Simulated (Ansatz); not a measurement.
# C2H4Te, SMILES C1C[Te]1: a geometry optimisation

Program: Ansatz 0.2.0 through its Python package.

Contents of `c2h4te.xyz`:
```text
7

C    -0.53760   -0.14670   -0.44940
C     0.50570    0.27670    0.44760
Te    0.55550   -1.85160    0.03940
H    -1.51850   -0.04890    0.00200
H    -0.45060    0.25480   -1.51940
H     0.16980    0.56990    1.46810
H     1.33680    0.87780   -0.03400
```

`opt_c2h4te.py`
```python
import ansatz as az
import numpy as np

system = az.Crystal.molecule_from_extxyz("c2h4te.xyz")

base = (
    system.calculation()
    .basis(gaussian="def2-SVP")
    .correlation("mp2", electrons="valence")
    .accuracy("high")
    .scf(lower_state_search="light")
)
symbols = [site.symbol for site in system.cartesian_sites]
start = np.array([site.position_ang for site in system.cartesian_sites], dtype=float)
def progress(event):
    if event["event"] == "relax_step":
        row = event["data"]
        print(f"step {row['step']:3d}  E = {row['lagrangian_ev']:.6f} eV  max force {row['allowed_force_max_ev_ang']:.4f} eV/A")


data = base.relax(force_tolerance=0.01, max_steps=100).session().plan().execute(on_event=progress).report
end = np.array(data["positions_ang"])

for key in ("converged", "free_energy_ev", "reference_energy_ev", "n_frozen", "n_occupied", "n_virtual"):
    print(f"{key:22s} {data[key]}")

print("final positions (A) and the move of each atom")
for symbol, xyz, old in zip(symbols, end, start):
    print(f"{symbol:2s} {xyz[0]:10.5f} {xyz[1]:10.5f} {xyz[2]:10.5f}   {np.linalg.norm(xyz - old):7.4f}")

charges = data["charge_distribution"]
dipole = np.array(charges["dipole_moment_e_ang"]) * 4.803205
print("dipole (D): {:.3f} {:.3f} {:.3f}, length {:.3f}".format(*dipole, np.linalg.norm(dipole)))
print("atom  Mulliken   Lowdin")
for symbol, m, l in zip(symbols, charges["mulliken_charges_e"], charges["lowdin_charges_e"]):
    print(f"{symbol:4s} {m:9.3f} {l:8.3f}")
with open("c2h4te_opt.xyz", "w") as handle:
    handle.write(f"{len(symbols)}\nrelaxed C2H4Te\n")
    handle.writelines(f"{s:2s} {x:11.6f} {y:11.6f} {z:11.6f}\n" for s, (x, y, z) in zip(symbols, end))
```

```console
$ python opt_c2h4te.py
step   1  E = -9397.520456 eV  max force 2.3539 eV/A
step   2  E = -9397.784559 eV  max force 0.6061 eV/A
step   3  E = -9397.805772 eV  max force 0.2051 eV/A
step   4  E = -9397.811121 eV  max force 0.0642 eV/A
step   5  E = -9397.811301 eV  max force 0.0091 eV/A
converged              True
free_energy_ev         -9397.811300544103
reference_energy_ev    -9386.860571909934
n_frozen               6
n_occupied             [14, 14]
n_virtual              [54, 54]
final positions (A) and the move of each atom
C    -0.57881   -0.05730   -0.46489    0.0996
C     0.50775    0.31845    0.44165    0.0422
Te    0.59108   -1.85425    0.06001    0.0412
H    -1.59794   -0.08803   -0.07150    0.1151
H    -0.49147    0.20739   -1.52163    0.0626
H     0.26197    0.55404    1.48016    0.0943
H     1.36853    0.85171    0.03050    0.0765
dipole (D): -0.519 1.643 -0.059, length 1.724
atom  Mulliken   Lowdin
C       -0.187   -0.086
C       -0.187   -0.086
Te      -0.047    0.111
H        0.105    0.015
H        0.106    0.015
H        0.106    0.015
H        0.105    0.015
```

It writes `c2h4te_opt.xyz`:
```text
7
relaxed C2H4Te
C    -0.578806   -0.057305   -0.464890
C     0.507746    0.318449    0.441654
Te    0.591077   -1.854251    0.060007
H    -1.597939   -0.088026   -0.071497
H    -0.491474    0.207385   -1.521630
H     0.261967    0.554035    1.480157
H     1.368528    0.851712    0.030500
```

Caveats:
- The settings weren't tested for convergence.
- The end point is the stationary point reached from this start; no frequency run checks that it is a minimum, and the basis set is modest.
- def2 sets replace the cores of elements past krypton by effective core potentials.
- The Löwdin charges here are taken after orthogonalising the functions within each atom; they differ from plain Löwdin charges, and their signs can be unphysical.
- Timing: 45 s on 1 thread of Arm Neoverse V2, on a shared host, peak memory 0.34 GiB.

(Lines on the test bed's own set-up are left out of the output.)
